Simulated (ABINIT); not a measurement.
GeW, 2 atoms in the cell. The typed cell holds 2 atoms: a = 3.645 Å, b = 3.645 Å, c = 3.645 Å, α = 60.00°, β = 60.00°, γ = 60.00°. The cell was built by a generator and needn't be a form met in nature. The cell isn't the ideal one: atoms moved at random, drawn with an rms of 0.05 Å.

```yaml
Program: ABINIT 10.8.3 (patched build)
Task: single point
Functional: PBE
Potentials_or_basis: JTH PAW PBE v2.0
Cutoff: 599 eV
k_mesh: 9 × 9 × 9
Occupations: fermi-dirac, width 0.05 eV
Spin: no spin polarisation
Fine-grid_cutoff: 1197.3 eV
```

Potentials or basis: JTH PAW PBE v2.0.

Run with:

```sh
$ abinit run.abi > log 2>&1
```

Hardware: 1 thread of Arm Neoverse V1, with other jobs on the host.

Q: Estimate the wall time of this run.

A: Run time: 5.6 min on 1 thread of Arm Neoverse V1, with other jobs on the host, peak memory 0.34 GiB. Counts: scf iterations 15, mpi ranks 1, k points 365, bands 18, plane waves 1155.
